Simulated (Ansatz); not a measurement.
# V (V, beta-Sn type): the cost of one run

Computed with Ansatz 0.2.0 (DFT m-r2SCAN, plane waves (500 eV) with PAW, scalar-relativistic; PBE-made PAW files; m-r²SCAN is r²SCAN on the gauge-invariant kinetic-energy density, unless a step says otherwise).

### 1 The starting structure

The structure is tetragonal, space group I4_1/amd (No. 141). Conventional cell: a = 4.738 Å, b = 4.738 Å, c = 2.587 Å, α = 90.00°, β = 90.00°, γ = 90.00°. Around V (site symmetry -4m2) lie 6 V at 2.46 to 2.59 Å.

Structure file:

```cif
data_structure
_symmetry_space_group_name_H-M 'I4_1/amd:1'
_symmetry_Int_Tables_number 141
_cell_length_a 4.7380
_cell_length_b 4.7380
_cell_length_c 2.5869
_cell_angle_alpha 90.000
_cell_angle_beta 90.000
_cell_angle_gamma 90.000
_cell_volume 58.07
loop_
_atom_site_label
_atom_site_type_symbol
_atom_site_symmetry_multiplicity
_atom_site_Wyckoff_symbol
_atom_site_fract_x
_atom_site_fract_y
_atom_site_fract_z
_atom_site_occupancy
V1 V 4 a 0.00000 0.00000 0.00000 1
```

The atoms start with moments of +1 ×2 μB.

### 2 Relaxation of the cell

The input, input.yaml:

```yaml
crystal:
  lattice:
    - [-2.3689760777, 2.3689760777, 1.2934609384]
    - [2.3689760777, -2.3689760777, 1.2934609384]
    - [2.3689760777, 2.3689760777, -1.2934609384]
  atoms:
    - { symbol: V, position: [0.0, 0.0, 0.0], spin: 1.0 }
    - { symbol: V, position: [0.75, 0.25, 0.5], spin: 1.0 }
hamiltonian:
  xc: mr2scan
  pseudopotentials:
    kind: paw
    azcp:
      V: "pseudopotentials/V.paw.azcp"
basis:
  ecutwfc: 500
  fft_grid_basis: typed
kpoints:
  mp_grid: { grid: [14, 14, 9], shift: [0, 0, 0] }
magnetization:
  spin_polarized: true
scf:
  occupations: { method: fermi_dirac, width: 0.05 }
relax:
  max_steps: 60
  f_tol: 0.01
  cell: {}
```

The run is started by

```bash
> ansatz run input.yaml --threads 2 --pin off --max-ram 6144MiB --backend cpu --events-out ev --progress --plain --runs-dir out
```

Q: Estimate wall time and peak memory on 2 threads of Arm Neoverse V1, shared host.

About 16 min, with a peak of 0.83 GiB.
